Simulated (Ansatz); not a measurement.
# Li+ with HCl: structure and interaction energy

The task here is to estimate one member of a computed series from the others.

Program: Ansatz 0.2.0, Gaussian basis. Level of theory: PBE0-D4 structure, single points in def2-TZVPPD. These are calculated values, not measurements.

Levels: PBE-D4, revPBE-D4, BLYP-D4, r2SCAN-D4, B97M-V, PBE0-D4, B3LYP-D4, HSE06-D4, wB97X-V, wB97M-V, B2PLYP, Hartree-Fock, MP2, CCSD, CCSD(T). The reference is CCSD(T) extrapolated to the basis limit.

Cores are frozen in the correlated methods. The outer core shell of Li, Na, Mg and K is correlated. B3LYP uses VWN-RPA correlation. B2PLYP carries no dispersion term here.

163 further runs of the same task are left out: 163 set aside as unsound or not needed.

## Starting geometry

The pair, from a GFN2-xTB docking trial: 3 atoms, charge 1, spin multiplicity 1.

Atoms are counted from 1 here; the program's logs count them from 0.

Bond lengths: Li1–Cl2 2.113 Å, Cl2–H3 1.257 Å. Angles: Li1–Cl2–H3 172.4°.

Geometry (Å):

```xyz
3
charge 1, multiplicity 1
Li   -0.0238    0.0445   -1.8242
Cl   -0.0265    0.0496    0.2887
H     0.0503   -0.0941    1.5355
```

Atoms 1 to 1 are fragment A (Li+), the rest fragment B (HCl).

Set-up of the first run:

pre/in.yaml

```yaml
crystal:
  periodic: [false, false, false]
  atoms:
    - {symbol: Li, position_ang: [-0.023800, 0.044500, -1.824200]}
    - {symbol: Cl, position_ang: [-0.026500, 0.049600, 0.288700]}
    - {symbol: H, position_ang: [0.050300, -0.094100, 1.535500]}
basis:
  gaussian: {orbitals: def2-SVP}
total_charge: 1
hamiltonian: {xc: pbe, dispersion: d4}
relax: {f_tol: 0.03, max_steps: 250}
```

On the command line:

```bash
> ansatz run in.yaml --threads 2 --pin off --events-out ev --progress --plain --max-ram 5222MiB
```

Steps of the session up to this table: A first relaxation in a small basis; Relaxation at PBE0-D4; wB97X-V/def2-TZVPPD; wB97M-V/def2-TZVPPD; B2PLYP/def2-TZVPPD; B97M-V/def2-TZVPPD; CCSD(T)/def2-TZVPPD; CCSD(T)/def2-QZVPPD; Vibrations of the pair.

One table of the session follows, with a row left open; its other results are not shown here.

```
      method  interaction (meV)
      PBE-D4               -741
   revPBE-D4               -722
     BLYP-D4               -744
   r2SCAN-D4               -663
      B97M-V               -689
     PBE0-D4               -734
    B3LYP-D4               -745
    HSE06-D4               -734
     wB97X-V               -708
     wB97M-V                  ?
      B2PLYP               -711
Hartree-Fock               -668
         MP2               -654
        CCSD               -653
     CCSD(T)               -651
 CCSD(T)/CBS               -698
```

**Question.** Estimate the row for wB97M-V.

**Answer.** interaction (meV): -709. In the column «interaction (meV)» it lies between B2PLYP (-711) and wB97X-V (-708).
